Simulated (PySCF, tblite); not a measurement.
# 2-propylthiophene: a rotation path, then NMR shifts on frames

How do NMR shifts of 2-propylthiophene (`CCCc1cccs1`) change as the atoms move?

Programs: tblite 0.8.0 and PySCF 2.14.0, with density-fitted response routines of our own. Each step states its level of theory. These are calculated values for one molecule in the gas phase, unless marked as measured. Atoms count from 0, in the outputs and in this text.

## (1) The molecule as given

18 atoms, charge 0, multiplicity 1; geometry from: GFN2-xTB.

Bonds of the start (Å): C0–C1 1.52, C1–C2 1.53, C2–C3 1.49, C3–C4 1.36, C4–C5 1.41, C5–C6 1.35, C6–S7 1.72, S7–C3 1.74, C0–H8 1.09, C0–H9 1.09, C0–H10 1.09, C1–H11 1.09, C1–H12 1.09, C2–H13 1.09, C2–H14 1.09, C4–H15 1.08, C5–H16 1.08, C6–H17 1.07.

## (2) The rotation path with GFN2-xTB

The job: settings as JSON, then the geometry in Å.

```
{"job": {"kind": "neb", "xc": "GFN2-xTB", "basis": "xTB", "atoms": [0, 1, 2, 3], "turn": 120}, "charge": 0, "multiplicity": 1}
C     -2.989127     0.036973    -0.376681
C     -1.521824     0.425548    -0.490495
C     -0.610387    -0.609803     0.180537
C      0.822842    -0.217172     0.084198
C      1.789004    -0.715221    -0.731697
C      3.038393    -0.068919    -0.580486
C      3.004005     0.917829     0.347034
S      1.445781     1.077867     1.058708
H     -3.171669    -0.918602    -0.863427
H     -3.618714     0.788290    -0.846872
H     -3.279888    -0.049831     0.667811
H     -1.361205     1.396780    -0.017859
H     -1.244699     0.516932    -1.542942
H     -0.745660    -1.581226    -0.300662
H     -0.897357    -0.705207     1.230995
H      1.619644    -1.524495    -1.420084
H      3.918160    -0.332466    -1.140346
H      3.793940     1.569039     0.663963
```

With the program's defaults for keys left out, this is: GFN2-xTB climbing-image nudged elastic band, gas phase.

Run with:

```console
$ OMP_NUM_THREADS=1 python probes_run.py task.json out
```

One launch serves the whole session: the jobs run in the order shown.

Log:

```text
image   E - E0 / eV
  0       0.0000
  1       0.0149
  2       0.0494
  3       0.0868
  4       0.1057
  5       0.0931
  6       0.0564
  7       0.0294
  8       0.0068
```

It took 11 s on 1 thread of Intel Xeon at 2.50GHz, shared host; peak memory 0.19 GiB.

The final band, with the dihedral C0–C1–C2–C3:

```
image  dihedral (°)  energy (eV)  energy (kcal/mol)
    0          -179        0.000                0.0
    1          -166        0.015                0.3
    2          -153        0.049                1.1
    3          -139        0.087                2.0
    4          -124        0.106                2.4
    5          -110        0.093                2.1
    6           -95        0.056                1.3
    7           -77        0.029                0.7
    8           -69        0.007                0.2
```

## (3) NMR shieldings: image 0, PBE0/pcSseg-1

The job: settings as JSON, then the geometry in Å.

```
{"job": {"kind": "nmr", "xc": "PBE0", "basis": "pcSseg-1", "pop": false}, "charge": 0, "multiplicity": 1}
C     -2.989100     0.037000    -0.376700
C     -1.521800     0.425500    -0.490500
C     -0.610400    -0.609800     0.180500
C      0.822800    -0.217200     0.084200
C      1.789000    -0.715200    -0.731700
C      3.038400    -0.068900    -0.580500
C      3.004000     0.917800     0.347000
S      1.445800     1.077900     1.058700
H     -3.171700    -0.918600    -0.863400
H     -3.618700     0.788300    -0.846900
H     -3.279900    -0.049800     0.667800
H     -1.361200     1.396800    -0.017900
H     -1.244700     0.516900    -1.542900
H     -0.745700    -1.581200    -0.300700
H     -0.897400    -0.705200     1.231000
H      1.619600    -1.524500    -1.420100
H      3.918200    -0.332500    -1.140300
H      3.793900     1.569000     0.664000
```

Method: GIAO PBE0/pcSseg-1 NMR shielding, non-relativistic, gas phase.

Log:

```text
coarse grid: 15432 points
cycle   1  E = -670.3253359227  dE =  1.204e+00  |g| = 4.253e-01  |ddm| = 4.026e+00
cycle   2  E = -670.3029180701  dE =  2.242e-02  |g| = 5.167e-01  |ddm| = 9.374e-01
cycle   3  E = -670.3728245594  dE = -6.991e-02  |g| = 9.277e-02  |ddm| = 6.073e-01
cycle   4  E = -670.3751160633  dE = -2.292e-03  |g| = 3.395e-02  |ddm| = 1.549e-01
cycle   5  E = -670.3754064669  dE = -2.904e-04  |g| = 8.113e-03  |ddm| = 3.676e-02
cycle   6  E = -670.3754220578  dE = -1.559e-05  |g| = 2.452e-03  |ddm| = 1.106e-02
cycle   7  E = -670.3754233033  dE = -1.246e-06  |g| = 5.262e-04  |ddm| = 2.328e-03
final grid: 143928 points
cycle   8  E = -670.4268927955  dE = -3.432e-05  |g| = 9.940e-03  |ddm| = 3.376e-02
cycle   9  E = -670.4268717203  dE =  2.108e-05  |g| = 1.319e-02  |ddm| = 2.267e-02
cycle  10  E = -670.4269179609  dE = -4.624e-05  |g| = 1.672e-03  |ddm| = 1.559e-02
cycle  11  E = -670.4269187626  dE = -8.016e-07  |g| = 3.175e-04  |ddm| = 2.315e-03
cycle  12  E = -670.4269187849  dE = -2.233e-08  |g| = 1.146e-04  |ddm| = 3.745e-04
cycle  13  E = -670.4269187878  dE = -2.907e-09  |g| = 3.958e-05  |ddm| = 1.410e-04
cycle  14  E = -670.4269187882  dE = -3.629e-10  |g| = 1.609e-05  |ddm| = 5.326e-05
converged SCF energy = -670.4269187882

GIAO shielding tensors (ppm)
atom      isotropic    diamagn.    paramagn.     s11        s22        s33       span
  0 C      169.754     244.876     -75.121    159.620    161.944    187.700     28.081
  1 C      151.184     247.925     -96.741    135.813    146.078    171.661     35.847
  2 C      148.824     246.134     -97.310    127.994    149.030    169.448     41.454
  3 C       28.780     262.357    -233.577    -46.392      8.314    124.417    170.809
  4 C       59.172     249.654    -190.481    -18.677     55.084    141.110    159.787
  5 C       56.329     255.028    -198.699    -25.635     45.109    149.515    175.150
  6 C       54.766     263.719    -208.953    -35.702     58.139    141.860    177.562
  7 S      278.186    1058.059    -779.872    127.822    309.198    397.539    269.717
  8 H       30.725      28.482       2.242     26.220     29.073     36.881     10.662
  9 H       30.407      26.999       3.409     25.870     27.448     37.903     12.034
 10 H       30.674      28.548       2.126     26.444     29.111     36.467     10.023
 11 H       30.073      31.894      -1.821     24.244     31.962     34.014      9.770
 12 H       30.104      31.928      -1.824     25.553     31.158     33.599      8.046
 13 H       28.968      32.541      -3.573     23.850     29.723     33.333      9.483
 14 H       28.962      31.596      -2.635     24.293     29.576     33.016      8.723
 15 H       24.805      32.794      -7.989     21.709     24.391     28.317      6.607
 16 H       24.735      29.873      -5.138     21.710     24.745     27.751      6.040
 17 H       24.697      30.951      -6.254     21.777     24.625     27.689      5.913
```

Wall time 1.7 min (1 thread of Intel Xeon at 2.50GHz, shared host); peak memory 0.86 GiB.

Shifts follow as δ = σ(reference) − σ, with reference shieldings (ppm) from runs at the same level and on the same kind of geometry: 1H TMS 31.72, 13C TMS 186.9, 33S CS2 504. The references are single molecules in the gas phase. Each atom is listed at this fixed geometry, with no averaging over motion; a spectrum would average atoms that exchange fast.

```
atoms                                          environment  σ (ppm)  δ (ppm)
   C3  substituted aromatic carbon next to the ring sulfur     28.8    158.1
   C6                  aromatic CH next to the ring sulfur     54.8    132.2
   C5                                          aromatic CH     56.3    130.6
   C4                                          aromatic CH     59.2    127.8
   C2                          sp3 CH2 on an aromatic ring    148.8     38.1
   C1                                              sp3 CH2    151.2     35.7
   C0                                        methyl carbon    169.8     17.2
  H17   hydrogen on an aromatic CH next to the ring sulfur    24.70     7.02
  H16                           hydrogen on an aromatic CH    24.74     6.98
  H15                           hydrogen on an aromatic CH    24.81     6.91
  H14           hydrogen on an sp3 CH2 on an aromatic ring    28.96     2.76
  H13           hydrogen on an sp3 CH2 on an aromatic ring    28.97     2.75
  H11                               hydrogen on an sp3 CH2    30.07     1.64
  H12                               hydrogen on an sp3 CH2    30.10     1.61
   H9                          hydrogen on a methyl carbon    30.41     1.31
  H10                          hydrogen on a methyl carbon    30.67     1.04
   H8                          hydrogen on a methyl carbon    30.72     0.99
   S7                                 aromatic ring sulfur      278      226
```

Ring of atoms C3, C4, C5, C6, S7: NICS(0) -12.1, NICS(1) -10.8, NICS(1)zz -25.2 ppm (means of both faces).

Orbitals, density, ELF and potential are computed afterwards from the orbital file.

Frontier orbitals at PBE0/pcSseg-1, with the share of their density that lies nearest to each atom:

```
orbital  energy (eV)                                                  lies on
   HOMO        -6.55           C3, C6 about 28 % each; C4, C5 about 12 % each
   LUMO        -0.26  C3, C6 about 22 % each; S7 19 %; C4, C5 about 10 % each
```

ELF in a plane through or near 8 of the atoms.

Ten even steps from ' ' (0.00) to '@' (1.00):
```
                                                        
                                                        
                    ......                              
                  ::==**==..                            
        --##--    ==##%%##==                            
      ==@@@@@@==..**%%@@%%==  ::@@%%::                  
      **@@@@@@##++##**##%%--  **@@@@--                  
      --%%@@@@--++##**##**..  **@@@@--..::--..          
          ::++::++----****::  --++==##++++##==..        
          ..**%%##....++**++::**::..@@::--**==..        
        ::++++==::++++%%**++--**##==%%--::++::          
      --%%@@@@::==##::%%**--::--==::--%%@@@@==          
      ++@@@@@@++++==--**::    ::      @@@@@@%%..        
      ::%%@@##....%%@@@@==    ::      %%@@@@**          
        ::==..    @@@@@@##    ..      --####..          
                  @@@@@@**                              
                  ==%%##..                              
                                                        
                                                        
                                                        
```
The map spans 13.0 Å across and 9.2 Å up, centred on the molecule. Atoms in the plane (x, y in Å): C0 (3.0, 0.1), C1 (1.5, 0.3), C4 (-1.7, -1.0), C5 (-3.0, -0.4), C6 (-3.1, 0.9), H8 (3.2, -1.0), H15 (-1.5, -2.0), H17 (-3.9, 1.6).

log10 of the density (e/Å³) in the same plane.

Ten even steps from ' ' (-4.0) to '@' (1.5):
```
                                                        
                  ........                              
          ......::--------::..                          
      ..::::::::--========--::........                  
    ..::--========++++++++==--------::......            
    ::--==****++++********++====++====------::..        
    ::==++######**######**++==++****++======--::..      
    ::--++**############**++++**##****++++++==--::..    
    ::--==++##%%##**********++**############++==--..    
    ..--==++######******##****##%%%%##%%@@##++==--..    
    ::--==**##@@%%########******########%%##++==--..    
    ::==++**##%%########**************######++==::..    
    ::--++**##****##%%##++++++++++====******==--::      
    ..--==++++++++######++========--==++++++==::..      
    ..::----======**####++==--------::--==--::..        
        ....::::--++++++==--::::........::....          
            ....::--==----::....                        
                ..::::::..                              
                                                        
                                                        
```
The map spans 13.0 Å across and 9.2 Å up, centred on the molecule. Atoms in the plane (x, y in Å): C0 (3.0, 0.1), C1 (1.5, 0.3), C4 (-1.7, -1.0), C5 (-3.0, -0.4), C6 (-3.1, 0.9), H8 (3.2, -1.0), H15 (-1.5, -2.0), H17 (-3.9, 1.6).

On the surface of density 0.002 e/bohr³ the electrostatic potential runs, from the 1st to the 99th percentile, from -0.79 V near C5 to 0.90 V near H17.

## (4) NMR shieldings: image 2, PBE0/pcSseg-1

The job: settings as JSON, then the geometry in Å.

```
{"job": {"kind": "nmr", "xc": "PBE0", "basis": "pcSseg-1", "pop": false}, "charge": 0, "multiplicity": 1}
C     -2.959600     0.195700    -0.164100
C     -1.535900     0.282300    -0.697800
C     -0.607900    -0.745100    -0.026300
C      0.810100    -0.287800    -0.017500
C      1.863700    -0.684700    -0.777300
C      3.059500     0.014300    -0.484100
C      2.899800     0.935800     0.496500
S      1.283600     0.971200     1.082600
H     -3.373000    -0.798200    -0.317000
H     -3.598700     0.915800    -0.669400
H     -2.975400     0.414100     0.901700
H     -1.150300     1.286300    -0.509500
H     -1.533000     0.124700    -1.778100
H     -0.678000    -1.705200    -0.541000
H     -0.934000    -0.888300     1.007200
H      1.800900    -1.461300    -1.519400
H      3.993300    -0.163400    -0.986000
H      3.626000     1.600100     0.921100
```

With the program's defaults for keys left out, this is: GIAO PBE0/pcSseg-1 NMR shielding, non-relativistic, gas phase.

Log:

```text
coarse grid: 15432 points
cycle   1  E = -670.3237209533  dE =  1.201e+00  |g| = 4.232e-01  |ddm| = 4.018e+00
cycle   2  E = -670.3021787590  dE =  2.154e-02  |g| = 5.118e-01  |ddm| = 9.246e-01
cycle   3  E = -670.3708243851  dE = -6.865e-02  |g| = 9.223e-02  |ddm| = 5.955e-01
cycle   4  E = -670.3730745710  dE = -2.250e-03  |g| = 3.421e-02  |ddm| = 1.530e-01
cycle   5  E = -670.3733700571  dE = -2.955e-04  |g| = 7.838e-03  |ddm| = 3.691e-02
cycle   6  E = -670.3733844655  dE = -1.441e-05  |g| = 2.460e-03  |ddm| = 1.075e-02
cycle   7  E = -670.3733857288  dE = -1.263e-06  |g| = 5.128e-04  |ddm| = 2.350e-03
final grid: 143928 points
cycle   8  E = -670.4243616863  dE = -3.515e-05  |g| = 1.000e-02  |ddm| = 3.765e-02
cycle   9  E = -670.4243402928  dE =  2.139e-05  |g| = 1.326e-02  |ddm| = 2.260e-02
cycle  10  E = -670.4243871132  dE = -4.682e-05  |g| = 1.717e-03  |ddm| = 1.564e-02
cycle  11  E = -670.4243879543  dE = -8.411e-07  |g| = 2.979e-04  |ddm| = 2.303e-03
cycle  12  E = -670.4243879735  dE = -1.922e-08  |g| = 1.177e-04  |ddm| = 3.669e-04
cycle  13  E = -670.4243879767  dE = -3.131e-09  |g| = 3.863e-05  |ddm| = 1.439e-04
cycle  14  E = -670.4243879770  dE = -3.411e-10  |g| = 1.691e-05  |ddm| = 5.387e-05
converged SCF energy = -670.4243879770

GIAO shielding tensors (ppm)
atom      isotropic    diamagn.    paramagn.     s11        s22        s33       span
  0 C      168.948     245.453     -76.505    154.014    166.088    186.741     32.727
  1 C      152.276     247.753     -95.477    130.791    151.127    174.909     44.118
  2 C      150.268     245.531     -95.263    128.965    151.921    169.918     40.952
  3 C       27.405     262.515    -235.110    -46.547      5.652    123.109    169.656
  4 C       59.802     249.344    -189.542    -17.992     54.791    142.608    160.601
  5 C       56.358     254.954    -198.596    -25.337     46.080    148.330    173.667
  6 C       54.518     263.681    -209.163    -37.203     58.527    142.232    179.435
  7 S      278.788    1058.204    -779.416    132.750    313.040    390.573    257.822
  8 H       30.685      28.189       2.497     26.374     28.821     36.861     10.486
  9 H       30.481      27.169       3.312     25.973     27.361     38.109     12.136
 10 H       30.631      29.297       1.334     26.158     29.643     36.093      9.935
 11 H       30.222      32.032      -1.809     24.820     31.583     34.265      9.445
 12 H       29.798      31.364      -1.566     25.271     29.731     34.393      9.122
 13 H       28.731      31.848      -3.117     24.145     28.624     33.425      9.280
 14 H       29.172      31.861      -2.689     24.333     29.893     33.289      8.956
 15 H       24.831      32.540      -7.709     21.755     24.431     28.307      6.552
 16 H       24.796      29.797      -5.001     21.739     24.718     27.931      6.192
 17 H       24.680      31.055      -6.376     21.819     24.607     27.613      5.795
```

Wall time 82 s (1 thread of Intel Xeon at 2.50GHz, shared host); peak memory 0.92 GiB.

Key values: δ C3 159.5, C6 132.4, C5 130.6, C4 127.1, H17 7.04, H16 6.92 ppm.

## (5) NMR shieldings: image 4, PBE0/pcSseg-1

The job: settings as JSON, then the geometry in Å.

```
{"job": {"kind": "nmr", "xc": "PBE0", "basis": "pcSseg-1", "pop": false}, "charge": 0, "multiplicity": 1}
C     -2.800600     0.389900     0.001500
C     -1.576000     0.110500    -0.860400
C     -0.611600    -0.902000    -0.201600
C      0.766900    -0.354300    -0.062600
C      1.880100    -0.641500    -0.786700
C      3.013300     0.109500    -0.394000
C      2.747400     0.959900     0.626900
S      1.104600     0.863300     1.129000
H     -3.363800    -0.523700     0.177700
H     -3.455400     1.104300    -0.492500
H     -2.503800     0.804200     0.962500
H     -1.047600     1.049600    -1.036500
H     -1.897400    -0.267900    -1.831900
H     -0.563500    -1.817900    -0.792900
H     -0.989500    -1.162300     0.789500
H      1.900100    -1.374600    -1.574000
H      3.979500     0.017800    -0.856300
H      3.408500     1.641600     1.124100
```

Level: GIAO PBE0/pcSseg-1 NMR shielding, non-relativistic, gas phase.

Log:

```text
coarse grid: 15432 points
cycle   1  E = -670.3204825931  dE =  1.198e+00  |g| = 4.233e-01  |ddm| = 4.002e+00
cycle   2  E = -670.2990839283  dE =  2.140e-02  |g| = 5.110e-01  |ddm| = 9.202e-01
cycle   3  E = -670.3676712087  dE = -6.859e-02  |g| = 9.126e-02  |ddm| = 5.934e-01
cycle   4  E = -670.3698548727  dE = -2.184e-03  |g| = 3.476e-02  |ddm| = 1.516e-01
cycle   5  E = -670.3701604533  dE = -3.056e-04  |g| = 7.635e-03  |ddm| = 3.737e-02
cycle   6  E = -670.3701739011  dE = -1.345e-05  |g| = 2.494e-03  |ddm| = 1.062e-02
cycle   7  E = -670.3701752119  dE = -1.311e-06  |g| = 5.056e-04  |ddm| = 2.388e-03
final grid: 143928 points
cycle   8  E = -670.4216279975  dE = -3.682e-05  |g| = 9.986e-03  |ddm| = 3.637e-02
cycle   9  E = -670.4216062448  dE =  2.175e-05  |g| = 1.330e-02  |ddm| = 2.283e-02
cycle  10  E = -670.4216533762  dE = -4.713e-05  |g| = 1.747e-03  |ddm| = 1.575e-02
cycle  11  E = -670.4216542392  dE = -8.631e-07  |g| = 3.120e-04  |ddm| = 2.292e-03
cycle  12  E = -670.4216542602  dE = -2.098e-08  |g| = 1.246e-04  |ddm| = 3.857e-04
cycle  13  E = -670.4216542637  dE = -3.540e-09  |g| = 4.139e-05  |ddm| = 1.576e-04
cycle  14  E = -670.4216542641  dE = -3.899e-10  |g| = 1.807e-05  |ddm| = 5.742e-05
converged SCF energy = -670.4216542641

GIAO shielding tensors (ppm)
atom      isotropic    diamagn.    paramagn.     s11        s22        s33       span
  0 C      168.398     245.862     -77.464    151.095    167.904    186.197     35.101
  1 C      155.973     247.859     -91.886    134.088    154.978    178.853     44.765
  2 C      152.093     244.761     -92.668    132.786    153.138    170.354     37.568
  3 C       27.027     262.519    -235.491    -48.505      3.687    125.899    174.404
  4 C       59.686     249.742    -190.056    -16.833     55.505    140.386    157.219
  5 C       56.319     254.841    -198.522    -26.504     45.766    149.697    176.201
  6 C       54.836     263.320    -208.485    -35.775     58.895    141.386    177.161
  7 S      285.773    1058.154    -772.381    141.890    318.170    397.259    255.369
  8 H       30.670      28.388       2.283     26.580     28.590     36.840     10.260
  9 H       30.603      27.433       3.171     26.001     27.350     38.459     12.458
 10 H       30.479      30.026       0.453     25.584     30.435     35.419      9.834
 11 H       30.430      31.849      -1.418     26.391     31.658     33.242      6.851
 12 H       29.724      30.860      -1.136     24.525     29.289     35.357     10.832
 13 H       28.534      31.711      -3.177     23.629     28.324     33.650     10.021
 14 H       29.335      31.582      -2.247     25.471     29.084     33.451      7.981
 15 H       24.883      32.461      -7.578     21.738     24.492     28.419      6.682
 16 H       24.767      29.787      -5.020     21.745     24.670     27.886      6.141
 17 H       24.703      31.091      -6.388     21.775     24.619     27.716      5.940
```

Wall time 84 s (1 thread of Intel Xeon at 2.50GHz, shared host); peak memory 0.92 GiB.

This run: δ C3 159.9, C6 132.1, C5 130.6, C4 127.2, H17 7.01, H16 6.95 ppm.

(Part 1 of 2 ends here.)
